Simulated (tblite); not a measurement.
# C6H13NSi: the cost of one run

The runs use tblite 0.8.0 and PySCF 2.14.0, with density-fitted response routines of our own; the level of theory stands in each step. All values are computed, except where a source is named. Atoms are numbered from 0 throughout.

### Step 1. The molecule as given

21 atoms, charge 0, multiplicity 1; geometry from: force field or distance geometry start.

Bonds of the start (Å): C0–C1 1.50, C1–C2 1.33, C2–C3 1.52, C3–C4 1.54, C4–C5 1.54, C5–Si6 1.89, Si6–N7 1.73, N7–C3 1.48, C0–H8 1.09, C0–H9 1.08, C0–H10 1.10, C1–H11 1.10, C2–H12 1.09, C3–H13 1.09, C4–H14 1.10, C4–H15 1.10, C5–H16 1.09, C5–H17 1.09, Si6–H18 1.48, Si6–H19 1.48, N7–H20 1.01.

### Step 2. Relaxing the molecule with GFN2-xTB

The job: settings as JSON, then the geometry in Å.

```
{"job": {"kind": "relax", "xc": "GFN2-xTB", "basis": "xTB"}, "charge": 0, "multiplicity": 1}
C      3.180100    -0.057300    -0.378200
C      2.067400    -1.055300    -0.268100
C      0.760800    -0.836600    -0.154100
C      0.037600     0.505000    -0.170200
C     -1.064000     0.554400    -1.246800
C     -2.361100    -0.082000    -0.701100
Si    -2.317900     0.346200     1.140100
N     -0.633600     0.735600     1.132100
H      3.897000    -0.205200     0.434700
H      3.692300    -0.193700    -1.323200
H      2.823500     0.978200    -0.330400
H      2.402600    -2.100100    -0.245100
H      0.107000    -1.710000    -0.063400
H      0.746800     1.314600    -0.341100
H     -0.760100     0.075800    -2.184300
H     -1.267600     1.610500    -1.484300
H     -2.326900    -1.165100    -0.824000
H     -3.245000     0.303700    -1.204000
H     -2.522500    -0.833600     2.018400
H     -3.084200     1.558700     1.495200
H     -0.141100     0.273100     1.884000
```

The run is started by

```
$ OMP_NUM_THREADS=1 python probes_run.py task.json out
```

The driver reads the jobs from task.json and runs them one after another.

**Question.** How long does this first job take on 1 thread of Arm Neoverse N1, shared host?

About 1 s.
